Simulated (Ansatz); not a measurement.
## TiO₂, space group R-3m: a Delta-SCF excitation, step by step

Computed with the Ansatz DFT code, driven from Python.

Notebook, run cell by cell (the value of a cell's last expression is shown):

```python
import ansatz as az
```

```python
crystal = (
    az.Lattice.from_parameters(7.192447, 7.192447, 7.192447, alpha=24.03156, beta=24.03156, gamma=24.03156)
    .atom("Ti", [0.0, 0.0, 0.0])
    .atom("O", [0.62047, 0.62047, 0.62047])
    .atom("O", [0.37953, 0.37953, 0.37953])
)
```

```python
[site.symbol for site in crystal.resolved().sites]
```

    ['Ti', 'O', 'O']

```python
ground = (
    crystal.calculation()
    .functional("r2scan")
    .kpoints(2, 2, 2)
    .occupations("fermi_dirac", width=0.01)
    .scf(extra_bands=4)
    .band_table()
)
excited = ground.excitation(hole_k=0, hole_band="v1", hole_track="overlap", particle_k=0, particle_band="c1", particle_track="overlap")
low, high = ground.run(threads=1).report, excited.run(threads=1).report
share = low["kweights"][0]
top = round(low["n_electrons"] / 2)
print("Kohn-Sham gap at the first k-point:", round(low["eigenvalues_ev"][0][top] - low["eigenvalues_ev"][0][top - 1], 3), "eV")
print("energy difference per cell:", round(high["lagrangian_ev"] - low["lagrangian_ev"], 4), "eV; weight of the point", round(share, 4))
print("per electron moved:", round((high["lagrangian_ev"] - low["lagrangian_ev"]) / share, 3), "eV")
```

    DeckWarning: basis.ecutwfc = 500 eV, auto-derived from the records' recommended cutoffs: set by Ti (their level for a meta-GGA)
    DeckWarning: ΔSCF: scf.occupations.excite at one k-point of several moves 0.1250 of an electron a cell, so the energy, the forces and a relaxation hold that part of the excitation. That is right for [...]
    RunWarning: ΔSCF hole: seed band 11 (bands are counted from 0) lies in a 2-fold degenerate manifold [10, 11] at 1.0e-4 eV resolution, on a gap of 4.01e-1 eV certified (the least, over the bands [...]
    RunWarning: ΔSCF particle: seed band 12 (bands are counted from 0) lies in a 2-fold degenerate manifold [12, 13] at 1.0e-4 eV resolution, on a gap of 1.74e0 eV certified (the least, over the bands [...]
    Kohn-Sham gap at the first k-point: 2.933 eV
    energy difference per cell: 0.3838 eV; weight of the point 0.125
    per electron moved: 3.07 eV

Caveats:
- No spin polarisation was allowed.
- Semilocal gaps usually lie well under measured ones.
- The computed bands are complete only to about 5.1 eV above the Fermi level.
- The k-point mesh is coarse, and energy and stress weren't tested for convergence.
- The structure comes from a database of computed cells and needn't be a stable or known phase.
- Gaps and levels are Kohn-Sham values on a finite set of k-points.
- Warnings are shown shortened and without file and line.
- One k-point of a small cell stands for a dense array of excitations, so this isn't the optical gap of the solid.
- Run time: 5.8 s on 1 thread of Arm Neoverse V2, on a shared host, peak memory 0.43 GiB.

(Lines on the test bed's own set-up are left out of the output.)
